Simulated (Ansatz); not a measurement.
# NbTe (P-6m2) in Ansatz: notebook, part 2 of 2

Ansatz 0.2.0. Earlier steps stand in the parts before.

## (4) Relaxation of cell and atoms, PBEsol, target pressure 5 GPa, at which the enthalpy is minimised

The input, input.yaml:

```yaml
crystal:
  lattice:
    - [3.7029743866, 0.0, 0.0]
    - [-1.8514871933, 3.2068698884, 0.0]
    - [0.0, 0.0, 3.694211]
  atoms:
    - { symbol: Te, position: [0.6666666667, 0.3333333333, 0.0] }
    - { symbol: Nb, position: [0.0, 0.0, 0.5] }
hamiltonian:
  xc: pbesol
  pseudopotentials: { kind: paw }
kpoints:
  mp_grid: { grid: [8, 8, 7] }
scf:
  occupations: { method: fermi_dirac, width: 0.05 }
output:
  forces: true
  stress: true
  eigenvalues: true
  write_density: true
  write_potential: true
  elf: true
  volumetric_format: npy
relax:
  f_tol: 0.01
  max_steps: 40
  cell: { stress_tol: 0.05, p_target: 5.0 }
```

Potentials or basis: Ansatz PAW.

The run is started by

```sh
$ ansatz run input.yaml --threads 2 --pin off --max-ram 5632MiB --backend cpu --events-out ev --progress --plain --runs-dir out
```

Standard output:

```text
Warning: RAYON_NUM_THREADS=2 ignored (pool sized by the plan → 2); use --threads N
Engine: ansatz 0.2.0, aarch64-unknown-linux-gnu
Pseudopotentials: kind: paw
Pseudopotential: Te, paw, valence charge 16, recommended cutoff 420 eV (normal), Te.paw.azcp
Pseudopotential: Nb, paw, valence charge 13, recommended cutoff 420 eV (normal), Nb.paw.azcp
Functional definition: PBEsol
  exchange = pbesol_x
  correlation = pbesol_c
Crystal: 2 atoms, lattice volume = 43.869 Å³
Basis set: ecut = 420 eV, 865 PW (Γ), exchange–correlation on 50×50×50 points (8 copies of the dense FFT grid, shifted against one another)
Bands: 19, of which v1, the nominal top of the filled ones, is band 15 counted from 1 (14 counted from 0)
Symmetry: 12 space group operations
Space group: P-6m2 (ITA 187), of the structure as read, at distance tolerance 3.5e-5 Å
k-points: 40 of 448 (time reversal used)
Non-local potential: Te, projectors of the file, l = 0: 2, l = 1: 2, l = 2: 2, l = 3: 2
Non-local potential: Nb, projectors of the file, l = 0: 3, l = 1: 2, l = 2: 2, l = 3: 1
PAW form: soft (Blöchl's): semilocal exchange-correlation on the pseudo side does not see the compensation charge
PAW frozen core: Te, regenerated for the run's functional, and the local potential with it (the file was generated under x = pbe(κ = 0.804, μ = 0.2195149727645171), c = pbe(β = 0.06672455060314922))
PAW frozen core: Nb, regenerated for the run's functional, and the local potential with it (the file was generated under x = pbe(κ = 0.804, μ = 0.2195149727645171), c = pbe(β = 0.06672455060314922))
PAW one-centre angular grid: Te, 590 points (default); XC on 64 Gauss nodes
PAW one-centre angular grid: Nb, 590 points (default); XC on 64 Gauss nodes
Initial density: superposition of atomic densities (neutral atoms: chi_scale 0, normalization atom), corrected by the library's trained network
Initial wavefunctions: pseudopotential atomic-orbital guess
Functional: x = pbesol(κ = 0.804, μ = 0.12345679012345678), c = pbesol(β = 0.046)
SCF iter   1: F=—  HF=-11397.362521 eV  |F-HF|=—  |Δ(HF+E_count)|=         —  Δρ=7.33e-3  dr2=1.12e-2  ethr=1.77e-3  ⟨swp⟩=6.0  Hψ=3929  notcnv=0
preconditioner: auto → none  [metal: Δε(μ)=0.062 eV  Ē_g=7.578 eV  σ=0.050 eV  W_gap=0.28  n_scr=8 (ndim 8)  ℏωp=18.6 eV  f_vac=0.000  D(μ)=1.34/eV (n_scr^D=8)  sad-step TF]
SCF iter   2: F=—  HF=-11397.361241 eV  |F-HF|=—  |Δ(HF+E_count)|=   1.28e-3  Δρ=4.33e-3  dr2=4.57e-3  ethr=3.86e-5  ⟨swp⟩=1.3  Hψ=1102  notcnv=0
SCF iter   3: F=—  HF=-11397.360755 eV  |F-HF|=—  |Δ(HF+E_count)|=   4.85e-4  Δρ=2.92e-4  dr2=1.98e-5  ethr=1.57e-5  ⟨swp⟩=2.2  Hψ=1027  notcnv=0
SCF iter   4: F=—  HF=-11397.360738 eV  |F-HF|=—  |Δ(HF+E_count)|=   1.73e-5  Δρ=7.40e-5  dr2=2.90e-6  ethr=6.81e-8  ⟨swp⟩=2.0  Hψ=1348  notcnv=0
iter 5 did not close the SCF: its close was put off for the readings that it lacked (scf_convergence_deferred on its scf_iter line)
SCF iter   5: F=-11397.360737 eV  HF=-11397.360737 eV  |F-HF|=7.65e-9  |Δ(HF+E_count)|=   4.84e-7  Δρ=1.29e-5  dr2=3.45e-8  ethr=1.00e-8  ⟨swp⟩=2.8  Hψ=1324  notcnv=0
SCF iter   6: F=-11397.360737 eV  HF=-11397.360737 eV  |F-HF|=2.46e-10  |Δ(HF+E_count)|=   3.93e-9  Δρ=2.75e-6  dr2=1.17e-9  ethr=1.19e-10  ⟨swp⟩=7.0  Hψ=4955  notcnv=0
SCF 1 converged in 6 iterations: F = -11397.360737 eV  dr2 = 1.17e-9
relax step   1: F+E_penalty+E_count = -11397.36073737 eV  Δ(F+E_penalty+E_count) = +0.000e0 eV  max|allowed force component| = 3.238e-17 eV/Å  Δτ_max = 0.0000 Å  P = -5.245 GPa  Ω = 43.869 Å³  (6 SCF iters, dr2 threshold 1.00e-7 eV, accepted)
[... 57 lines left out ...]
relax step   5: F+E_penalty+E_count = -11397.37220679 eV  Δ(F+E_penalty+E_count) = +3.065e-3 eV  max|allowed force component| = 9.252e-18 eV/Å  Δτ_max = 0.0000 Å  P = +4.988 GPa  Ω = 40.450 Å³  energy of the carried Pulay correction = +6.357e-4 eV  (6 SCF iters, dr2 threshold 2.00e-7 eV, accepted)
Basis set: ecut = 420 eV, 763 PW (Γ), exchange–correlation on 48×48×50 points (8 copies of the dense FFT grid, shifted against one another)
Initial wavefunctions: pseudopotential atomic-orbital guess (no wavefunctions were taken with the density)
iter 1 solved again at ethr=1.22e-7 eV; its pass at ethr=3.10e-3 eV (dr2=3.54e-5 eV) is discarded
SCF iter   1: F=—  HF=-11397.371550 eV  |F-HF|=—  |Δ(HF+E_count)|=         —  Δρ=9.01e-5  dr2=4.43e-7  ethr=1.22e-7  ⟨swp⟩=3.0  Hψ=5763  notcnv=0
preconditioner: auto → none  [insulator: Δε(μ)=0.124 eV  Ē_g=8.079 eV  σ=0.050 eV  W_gap=0.55  n_scr=8 (ndim 8)  ℏωp=19.4 eV  f_vac=0.000  D(μ)=0.97/eV (n_scr^D=8)  ε∞_Penn≈6.7]
SCF iter   2: F=—  HF=-11397.371540 eV  |F-HF|=—  |Δ(HF+E_count)|=   9.40e-6  Δρ=4.29e-5  dr2=9.61e-8  ethr=1.53e-9  ⟨swp⟩=2.0  Hψ=1230  notcnv=0
SCF iter   3: F=—  HF=-11397.371540 eV  |F-HF|=—  |Δ(HF+E_count)|=   8.51e-8  Δρ=6.79e-6  dr2=2.82e-9  ethr=3.31e-10  ⟨swp⟩=2.0  Hψ=1245  notcnv=0
SCF iter   4: F=—  HF=-11397.371540 eV  |F-HF|=—  |Δ(HF+E_count)|=   3.66e-9  Δρ=1.04e-6  dr2=1.44e-10  ethr=9.71e-12  ⟨swp⟩=2.0  Hψ=1346  notcnv=0
iter 5 did not close the SCF: its close was put off for the readings that it lacked (scf_convergence_deferred on its scf_iter line)
SCF iter   5: F=-11397.371540 eV  HF=-11397.371540 eV  |F-HF|=5.46e-12  |Δ(HF+E_count)|=  6.73e-11  Δρ=9.85e-8  dr2=4.55e-12  ethr=1.00e-12  ⟨swp⟩=1.2  Hψ=772  notcnv=0
SCF iter   6: F=-11397.371540 eV  HF=-11397.371540 eV  |F-HF|=7.28e-12  |Δ(HF+E_count)|=  5.46e-12  Δρ=1.61e-8  dr2=7.47e-14  ethr=1.00e-12  ⟨swp⟩=4.2  Hψ=3114  notcnv=0
SCF 6 converged in 6 iterations: F = -11397.371540 eV  dr2 = 7.47e-14
relax step   6: F+E_penalty+E_count = -11397.37154036 eV  Δ(F+E_penalty+E_count) = +6.664e-4 eV  max|allowed force component| = 1.850e-17 eV/Å  Δτ_max = 0.0000 Å  P = +4.990 GPa  Ω = 40.450 Å³  stress off target by 1.27e-2 GPa  SCF on the basis re-selected at this cell (its energy is not comparable with the rows above)  (6 SCF iters)
basis re-selected at this cell: Δ(F+E_penalty+E_count) = +6.664e-4 eV, ΔP = +0.002 GPa vs the last step (what re-selecting the basis moved, of the pressure what is left beyond the Pulay correction that the steps carried, after the strain that the cell walked since its last selection, with what the two solves' SCF thresholds leave and, on support functions, any second-order correction that the steps lacked; it is no measure of the basis error at this ecutwfc). The dense FFT grid was sized anew with the basis: this SCF ran on 24×24×25 points, the steps before it on 25×25×25, so part of this shift can come from that change (see relax.cell in the input reference). This SCF's stress stands 1.27e-2 GPa from its target on what of the cell is left free (relax.cell.stress_tol is 5.00e-2 GPa) and its largest allowed force component is 1.85e-17 eV/Å (relax.f_tol is 1.00e-2 eV/Å): within both
SCF converged after 6 iterations
Free energy (F): -11397.371540 eV
Harris-Foulkes:  -11397.371540 eV  (|F-HF|=7.28e-12)
Internal energy: -11397.363002 eV  (E = F + TS)
E sigma→0 (E₀):  -11397.367271 eV
Entropy (-TS):   -0.008539 eV (-4.269 meV/atom)
Fermi energy:    17.371976 eV
--- Per-component energies (eV) ---
  E_band       = -238.376767
  E_kinetic    = 580.396343
  E_local      = -1604.975012  (includes V_loc(G=0)·N_el)
  E_nonlocal   = -183.898518
  E_hartree    = 890.464520
  E_xc         = -299.708487
  E_vxc        = -319.327470  (∫ρ·V_xc dr)
  E_paw        = -7604.484449  (= ΣΔE_a)
  E_vpaw       = -491.500940  (= ΣTr[D̂ρ^β])
  E_aug_tail   = -0.000210  (compensation charges beyond the density's cutoff)
  E_ewald      = -3175.720713
  E_core_change = 0.563524  (= ΣΔE_core)
  E_smearing   = -0.008539  (= −TS)
  E_closure    = 0.000000  (closes the sum)
  Σ components = -11397.371540   (vs F -11397.371540, Δ=0.00e0)
--- Forces (eV/Å), atoms counted from 1 ---
  atom   1  Te     0.00000000     0.00000000     0.00000000
  atom   2  Nb    -0.00000000     0.00000000     0.00000000
  max |Σ_I F_I| component: 9.25e-17 eV/Å
--- Stress (GPa, compression-positive) ---
        4.990741       0.000000       0.000000
       -0.000000       4.990741       0.000000
        0.000000       0.000000       4.987301
  P = ⅓ Tr σ = 4.9896 GPa (49.896 kbar)
--- Band table (eV; the first three rows and the last of 40) ---
  k-point 0: bands = ["-38.0130", "-20.7652", "-20.7652", "-20.7520", "-20.7520", "-20.7513", "-14.2975", "-14.0385", "-14.0385", "2.5516", "13.9539", "14.1683", "14.1683", "14.7787", "17.5013", "17.5013", "20.1297", "20.1297", "20.8176"]
  k-point 1: bands = ["-38.0117", "-20.7648", "-20.7648", "-20.7536", "-20.7536", "-20.7485", "-14.3252", "-14.0358", "-14.0358", "2.7738", "12.6536", "14.2923", "14.2923", "15.5780", "17.0509", "17.0509", "20.3746", "20.3746", "21.2674"]
  k-point 2: bands = ["-38.0089", "-20.7637", "-20.7637", "-20.7570", "-20.7570", "-20.7422", "-14.3868", "-14.0298", "-14.0298", "3.3510", "10.8503", "14.5715", "14.5715", "16.4545", "16.4545", "16.6441", "20.0602", "20.0602", "22.0324"]
  k-point 39: bands = ["-37.9917", "-20.7711", "-20.7610", "-20.7555", "-20.7484", "-20.7263", "-14.3607", "-14.1856", "-14.1152", "4.9689", "10.6719", "11.4243", "12.5506", "15.9480", "18.5644", "19.3530", "19.9091", "20.1331", "21.1035"]
--- Relaxed structure (5 steps of the walk, 5 accepted, 1 SCFs on fresh bases) ---
  F+E_penalty+E_count = -11397.37154036 eV   max|allowed force component| = 1.850e-17 eV/Å   (the final SCF, on the basis selected at the relaxed cell)
  cell:  # Å, volume = 40.4497 Å³
    - [3.5735360208000215, 0.0, 0.0]
    - [-1.7867680104000108, 3.094772975351575, 0.0]
    - [0.0, 0.0, 3.6575298170371924]
  atoms:
    - { symbol: Te, position: [0.6666666666666666, 0.33333333333333326, 0.0] }
    - { symbol: Nb, position: [-2.7755575615628914e-17, -1.921804138163437e-33, 0.5] }
```

rho_z.tsv:

```text
# z_ang	rho[e/angstrom^3]
# format = ansatz-planar-average/11
# lattice	3.573536021	0.000000000	0.000000000
# lattice	-1.786768010	3.094772975	0.000000000
# lattice	0.000000000	0.000000000	3.657529817
# sites	2
# site	52	1.786768010	1.031590992	0.000000000
# site	41	-0.000000000	-0.000000000	1.828764909
0.000000	1.387079e0
0.146301	1.287594e0
0.292602	1.034578e0
0.438904	7.363530e-1
0.585205	5.007819e-1
0.731506	3.767475e-1
[... 17 lines left out ...]
3.364927	1.034578e0
3.511229	1.287594e0
```

v_z.tsv:

```text
# z_ang	v_es[eV]	v_tot[eV]
# format = ansatz-planar-average/11
# xc	pbesol
# density_cutoff_ev	1680
# datasets	Te=:simpson_from_first_knot:soft:shift=-1325009	Nb=:simpson_from_first_knot:soft:shift=-741135
# lattice	3.573536021	0.000000000	0.000000000
# lattice	-1.786768010	3.094772975	0.000000000
# lattice	0.000000000	0.000000000	3.657529817
# sites	2
# site	52	1.786768010	1.031590992	0.000000000
# site	41	-0.000000000	-0.000000000	1.828764909
0.000000	1.614385e1	3.776667e0
0.146301	1.555003e1	3.242318e0
0.292602	1.408545e1	1.966247e0
0.438904	1.248926e1	6.753496e-1
0.585205	1.143160e1	-1.188427e-2
0.731506	1.120441e1	7.183933e-2
[... 17 lines left out ...]
3.364927	1.408545e1	1.966247e0
3.511229	1.555003e1	3.242318e0
```

It took 13 s on 2 threads of Arm Neoverse V1, shared host; peak memory 0.35 GiB.

What came out:

```yaml
Free_energy: -11397.3715 eV
Relaxed_volume: 20.22 Å³/atom
Relaxed_cell: a = 3.574 Å, b = 3.574 Å, c = 3.658 Å, α = 90.00°, β = 90.00°, γ = 120.00°
Space_group_after_relaxing_to_0.05_Å: P-6m2 (No. 187)
Energy_change_on_relaxing_the_enthalpy_is_what_falls: -5.4 meV/atom
Ionic_steps: 6
Pressure_after_relaxing: 5.0 GPa
Band_gap_on_the_k_mesh: none (metal or under the smearing width)
```

The path:
| step | energy change (eV) | largest force (eV/Å) | volume (Å³) |
| --- | --- | --- | --- |
| 1 | 0.0000 | 0.0000 | 43.87 |
| 2 | 0.1472 | 0.0000 | 38.10 |
| 3 | -0.0160 | 0.0000 | 40.69 |
| 4 | -0.0145 | 0.0000 | 40.56 |
| 5 | -0.0115 | 0.0000 | 40.45 |
| 6 | -0.0108 | 0.0000 | 40.45 |

Final structure:
```
CELL_PARAMETERS angstrom
3.57354 0.00000 0.00000
-1.78677 3.09477 0.00000
0.00000 0.00000 3.65753
ATOMIC_POSITIONS crystal
Te 0.66667 0.33333 0.00000
Nb 0.00000 0.00000 0.50000
```

Levels at points of the mesh, in eV from the Fermi level:
```csv
k point,band 13,band 14,band 15,band 16,band 17,band 18
"(0.00, 0.00, 0.00)",-3.20,-2.59,0.13,0.13,2.76,2.76
"(0.00, -0.50, 0.00)",-2.99,-2.52,-0.25,1.46,1.85,3.20
```

Caveat: the plane-wave basis is chosen anew once the cell has moved, so the energies of steps on either side of that aren't comparable; the PAW data sets come from PBE, with cores solved anew for the run's functional, which leaves a small shift of forces and pressure.

## (5) The runs side by side

```tsv
cell	target pressure (GPa)	gap on the mesh (eV)	pressure (GPa)
relaxed	0	none	0.0
relaxed to 2 GPa	2	none	2.0
relaxed to 5 GPa	5	none	5.0
```

Alike in all rows: task relaxation of cell and atoms; level PBEsol; potentials or basis Ansatz PAW; no spin polarisation; k mesh 8 × 8 × 7; cutoff (eV) 420; smearing fermi-dirac 0.05 eV.

Caveats: the plane-wave basis is chosen anew once the cell has moved, so the energies of steps on either side of that aren't comparable; the PAW data sets come from PBE, with cores solved anew for the run's functional, which leaves a small shift of forces and pressure.

Absolute energies hang on the potentials; compare differences alone.
